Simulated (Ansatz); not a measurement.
# Li2TlSb: the cost of one run

Program: Ansatz 0.2.0. Level of theory: DFT r2SCAN, scalar-relativistic, plane waves, PAW. These are calculated values, not measurements.

The COD entry's cell or inner coordinates are ideal or old and differ from later refinements, so a difference from it is no clean test against experiment.

## (1) The starting structure

The structure is trigonal, space group R-3m (No. 166). The conventional cell has a = 3.841 Å, b = 3.841 Å, c = 20.273 Å, α = 90.00°, β = 90.00°, γ = 120.00°. Around Li (site symmetry 3m) lie 3 Tl at 2.48 Å and 3 Li at 3.15 Å and 3 Sb at 3.16 Å. Tl (site symmetry -3m) has 6 Li at 2.48 Å in its first shell of neighbours. Sb (site symmetry -3m) has 6 Li at 3.16 Å in its first shell of neighbours.

Coordinates:

```cif
data_structure
_symmetry_space_group_name_H-M 'R-3m:H'
_symmetry_Int_Tables_number 166
_cell_length_a 3.8407
_cell_length_b 3.8407
_cell_length_c 20.2725
_cell_angle_alpha 90.000
_cell_angle_beta 90.000
_cell_angle_gamma 120.000
_cell_volume 258.97
loop_
_atom_site_label
_atom_site_type_symbol
_atom_site_symmetry_multiplicity
_atom_site_Wyckoff_symbol
_atom_site_fract_x
_atom_site_fract_y
_atom_site_fract_z
_atom_site_occupancy
Li1 Li 6 c 0.33333 0.66667 0.88867 1
Tl1 Tl 3 b 0.66667 0.33333 0.83333 1
Sb1 Sb 3 a 0.00000 0.00000 0.00000 1
```

(A quick probe on a coarse mesh, which set the mesh and smearing, is not shown.)

## (3) Coarse relaxation

The input, input.yaml:

```yaml
crystal:
  lattice:
    - [1.9203334443, 1.108705031, 6.7575076793]
    - [-1.9203334443, 1.108705031, 6.7575076793]
    - [0.0, -2.2174100621, 6.7575076793]
  atoms:
    - { symbol: Li, position: [0.222, 0.222, 0.222] }
    - { symbol: Li, position: [0.778, 0.778, 0.778] }
    - { symbol: Tl, position: [0.5, 0.5, 0.5] }
    - { symbol: Sb, position: [0.0, 0.0, 0.0] }
basis:
  ecutwfc: 500
kpoints:
  mp_grid: { grid: [6, 6, 6] }
hamiltonian:
  xc: r2scan
scf:
  occupations: { method: gaussian, width: 0.1 }
  lower_state_search: "off"
output:
  forces: true
  stress: true
  eigenvalues: true
relax:
  adjacent_minimum: "off"
  f_tol: 0.04
  max_steps: 70
  cell: { stress_tol: 0.4 }
```

Run with:

```bash
ansatz run input.yaml --threads 1 --pin off --max-ram 2560MiB --backend cpu --events-out ev --progress --plain --runs-dir out
```

**Question.** How long does this run take on 1 thread of Arm Neoverse V2, shared host, and how much memory does it need?

About 2.1 min, with a peak of 0.61 GiB.
